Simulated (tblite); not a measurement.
# C6H11F3NP: the cost of one run

The runs use tblite 0.8.0 and PySCF 2.14.0, with density-fitted response routines of our own; the level of theory stands in each step. All values are computed, except where a source is named. Atoms count from 0, in the outputs and in this text.

### Step 1. Starting geometry

22 atoms, charge 0, multiplicity 1; geometry from: force field or distance geometry start.

Bonds of the start (Å): C0–C1 1.51, C1–C2 1.29, C2–P3 1.79, P3–C4 1.78, P3–N5 1.57, N5–C6 1.44, P3–C7 1.82, C7–F8 1.36, C7–F9 1.39, C7–F10 1.38, C0–H11 1.11, C0–H12 1.11, C0–H13 1.10, C1–H14 1.10, C2–H15 1.09, C4–H16 1.11, C4–H17 1.11, C4–H18 1.11, C6–H19 1.11, C6–H20 1.12, C6–H21 1.12.

### Step 2. Geometry optimisation with GFN2-xTB

The job: settings as JSON, then the geometry in Å.

```
{"job": {"kind": "relax", "xc": "GFN2-xTB", "basis": "xTB"}, "charge": 0, "multiplicity": 1}
C      3.511000     0.210800     0.606700
C      2.009200     0.209200     0.785000
C      1.274400     0.011300    -0.256900
P     -0.520100    -0.022500    -0.255900
C     -1.105900     1.644300    -0.501600
N     -1.123200    -0.578800     1.080100
C     -2.556200    -0.694300     1.154500
C     -0.951200    -1.155600    -1.617800
F     -2.259200    -1.097600    -1.980800
F     -0.082900    -0.794000    -2.645700
F     -0.539800    -2.409000    -1.215700
H      3.982500    -0.436400     1.372200
H      3.741800    -0.219000    -0.395500
H      3.870300     1.250600     0.630000
H      1.561800     0.360200     1.781900
H      1.753400    -0.128800    -1.226700
H     -0.742300     2.276400     0.335500
H     -0.670400     2.079000    -1.421600
H     -2.214700     1.687600    -0.525900
H     -3.029200     0.133500     1.721500
H     -3.033200    -0.658600     0.143100
H     -2.886500    -1.648900     1.631400
```

Launch:

```sh
$ OMP_NUM_THREADS=1 python probes_run.py task.json out
```

One launch serves the whole session: the jobs run in the order shown.

**Question.** How long does this first job take on 1 thread of Arm Neoverse V1, shared host?

About 1.3 s.
